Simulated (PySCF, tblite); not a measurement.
# C₆H₁₄FGaO: geometry, infrared bands and NMR shifts

Wanted: the infrared bands and NMR shifts of C₆H₁₄FGaO (`C[C@@H]1C[C@@H](F)[O+]([GaH3-])[C@H]1C`), by calculation.

Computed with tblite 0.8.0 and PySCF 2.14.0, with density-fitted response routines of our own, on a single molecule in the gas phase. Atoms count from 0, in the outputs and in this text.

## 1. Starting geometry

23 atoms, charge 0, multiplicity 1; geometry from: force field or distance geometry start.

Bonds of the start (Å): C0–C1 1.50, C1–C2 1.54, C2–C3 1.51, C3–F4 1.37, C3–O5 1.37, O5–Ga6 1.79, O5–C7 1.37, C7–C8 1.49, C7–C1 1.54, C0–H9 1.11, C0–H10 1.11, C0–H11 1.12, C1–H12 1.09, C2–H13 1.10, C2–H14 1.09, C3–H15 1.13, Ga6–H16 1.63, Ga6–H17 1.62, Ga6–H18 1.62, C7–H19 1.10, C8–H20 1.10, C8–H21 1.12, C8–H22 1.12.

## 2. Optimising the geometry with GFN2-xTB

Job settings and geometry (Å):

```
{"job": {"kind": "relax", "xc": "GFN2-xTB", "basis": "xTB"}, "charge": 0, "multiplicity": 1}
C     -2.370900     0.116800     0.511400
C     -1.225300     0.017200    -0.453800
C     -0.884800    -1.479600    -0.544400
C      0.399500    -1.484600     0.250300
F      1.128400    -2.631400     0.085400
O      0.971000    -0.345800    -0.246200
Ga     2.686000    -0.048700     0.177800
C      0.067500     0.620200     0.128500
C      0.267300     1.949400    -0.520900
H     -3.293700     0.516500     0.040900
H     -2.052500     0.777400     1.347500
H     -2.584300    -0.899100     0.943600
H     -1.477200     0.458400    -1.413800
H     -1.674300    -2.071700    -0.062400
H     -0.672700    -1.769000    -1.578400
H      0.135400    -1.327800     1.339200
H      3.203400    -0.980800     1.406100
H      3.589500    -0.487100    -1.095000
H      3.046700     1.510200     0.449100
H     -0.099400     0.718000     1.211100
H      0.820500     1.851800    -1.464800
H      0.768800     2.641700     0.199000
H     -0.753900     2.375100    -0.700200
```

Run with:

```sh
OMP_NUM_THREADS=1 python probes_run.py task.json out
```

This one command runs all jobs of the session in turn.

**Question.** This job is followed by: GFN2-xTB harmonic vibrations, gas phase; GIAO PBE0/pcSseg-1 NMR shielding, non-relativistic, gas phase. What will the session give for the following? strongest single infrared mode (GFN2-xTB); zero-point energy (GFN2-xTB); ¹³C shifts against TMS (PBE0/pcSseg-1); ¹H shifts against TMS (PBE0/pcSseg-1, means over atoms taken as alike); ¹⁹F shifts against CFCl3 (PBE0/pcSseg-1); ¹⁷O shifts against H2O (PBE0/pcSseg-1); shieldings of Ga (PBE0/pcSseg-1).

The runs gave:

```
                                                              quantity                                               value
                             strongest single infrared mode (GFN2-xTB)                               1768 cm⁻¹, 570 km/mol
                                          zero-point energy (GFN2-xTB)                                      114.0 kcal/mol
                                ¹³C shifts against TMS (PBE0/pcSseg-1)             117.8, 90.8, 42.9, 42.4, 23.8, 23.1 ppm
¹H shifts against TMS (PBE0/pcSseg-1, means over atoms taken as alike)  6.16, 4.65, 4.31, 2.66, 2.12, 2.07, 1.75, 1.12 ppm
                              ¹⁹F shifts against CFCl3 (PBE0/pcSseg-1)                                          -103.1 ppm
                                ¹⁷O shifts against H2O (PBE0/pcSseg-1)                                           125.6 ppm
                                      shieldings of Ga (PBE0/pcSseg-1)                                      Ga6 1459.2 ppm
```

What this shows: The optimisation took 197 steps and gained 2.027 eV; among the close pairs (by a distance rule), O5–Ga6 changed most, from 1.791 to 2.148 Å. No mode is imaginary among the 63: a minimum at this level. The strongest single mode, at 1768 cm⁻¹, moves mainly H17 and H16. Unscaled tight-binding wavenumbers are off by several per cent, some by more. Its intensities can rank the bands wrongly. H15 (hydrogen on an sp3 CH bonded to F and O) lies farthest downfield among hydrogen, at 6.16 ppm; its carbon carries F and O, hence the downfield position. At PBE0/pcSseg-1: The widest tensor belongs to F4: span 188 ppm, with a paramagnetic part of -203 ppm. Spin-orbit coupling is left out, which matters for shieldings and couplings at and beside the heavy atoms.
